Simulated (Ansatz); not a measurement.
# CuSi16: the cost of one run

Method: DFT LDA, plane waves, PAW, scalar-relativistic, no spin polarisation, in Ansatz 0.2.0.

## (1) The system as given

The cell holds 17 atoms (CuSi16): a = 7.679 Å, b = 7.679 Å, c = 7.679 Å, α = 60.00°, β = 60.00°, γ = 60.00°.

Structure file:

```cif
data_structure
_symmetry_space_group_name_H-M 'P 1'
_symmetry_Int_Tables_number 1
_cell_length_a 7.6792
_cell_length_b 7.6792
_cell_length_c 7.6792
_cell_angle_alpha 60.000
_cell_angle_beta 60.000
_cell_angle_gamma 60.000
_cell_volume 320.21
loop_
_atom_site_label
_atom_site_type_symbol
_atom_site_fract_x
_atom_site_fract_y
_atom_site_fract_z
_atom_site_occupancy
Si1 Si 0.00000 0.00000 0.00000 1
Si2 Si 0.12500 0.12500 0.12500 1
Si3 Si 0.00000 0.00000 0.50000 1
Si4 Si 0.12500 0.12500 0.62500 1
Si5 Si 0.00000 0.50000 0.00000 1
Si6 Si 0.12500 0.62500 0.12500 1
Si7 Si 0.00000 0.50000 0.50000 1
Si8 Si 0.12500 0.62500 0.62500 1
Si9 Si 0.50000 0.00000 0.00000 1
Si10 Si 0.62500 0.12500 0.12500 1
Si11 Si 0.50000 0.00000 0.50000 1
Si12 Si 0.62500 0.12500 0.62500 1
Si13 Si 0.50000 0.50000 0.00000 1
Si14 Si 0.62500 0.62500 0.12500 1
Si15 Si 0.50000 0.50000 0.50000 1
Si16 Si 0.62500 0.62500 0.62500 1
Cu1 Cu 0.24622 0.26900 0.24148 1
```

## (2) Preparing the start

input.yaml

```yaml
crystal:
  lattice:
    - [0.0, 5.43, 5.43]
    - [5.43, 0.0, 5.43]
    - [5.43, 5.43, 0.0]
  atoms:
    - { symbol: Si, position: [0.0, 0.0, 0.0] }
    - { symbol: Si, position: [0.125, 0.125, 0.125] }
    - { symbol: Si, position: [0.0, 0.0, 0.5] }
    - { symbol: Si, position: [0.125, 0.125, 0.625] }
    - { symbol: Si, position: [0.0, 0.5, 0.0] }
    - { symbol: Si, position: [0.125, 0.625, 0.125] }
    - { symbol: Si, position: [0.0, 0.5, 0.5] }
    - { symbol: Si, position: [0.125, 0.625, 0.625] }
    - { symbol: Si, position: [0.5, 0.0, 0.0] }
    - { symbol: Si, position: [0.625, 0.125, 0.125] }
    - { symbol: Si, position: [0.5, 0.0, 0.5] }
    - { symbol: Si, position: [0.625, 0.125, 0.625] }
    - { symbol: Si, position: [0.5, 0.5, 0.0] }
    - { symbol: Si, position: [0.625, 0.625, 0.125] }
    - { symbol: Si, position: [0.5, 0.5, 0.5] }
    - { symbol: Si, position: [0.625, 0.625, 0.625] }
    - { symbol: Cu, position: [0.2462196, 0.2690003, 0.241481] }
total_charge: 1
basis:
  ecutwfc: 420.0
kpoints:
  mp_grid: { grid: [2, 2, 2] }
hamiltonian:
  xc: lda
  pseudopotentials: { kind: paw, azcp: { folder: soft_1 } }
scf:
  occupations: { method: fermi_dirac, width: 0.02 }
  lower_state_search: "off"
relax:
  f_tol: 0.08
  max_steps: 25
  adjacent_minimum: "off"
```

Run with:

```
> ansatz run input.yaml --threads 1 --pin off --max-ram 3072MiB --backend cpu --events-out ev --progress --plain --runs-dir out
```

**Question.** How long does this run take on 1 thread of AMD EPYC 9B14 (Zen 4), shared host, and how much memory does it need?

About 25 s, with a peak of 0.59 GiB.
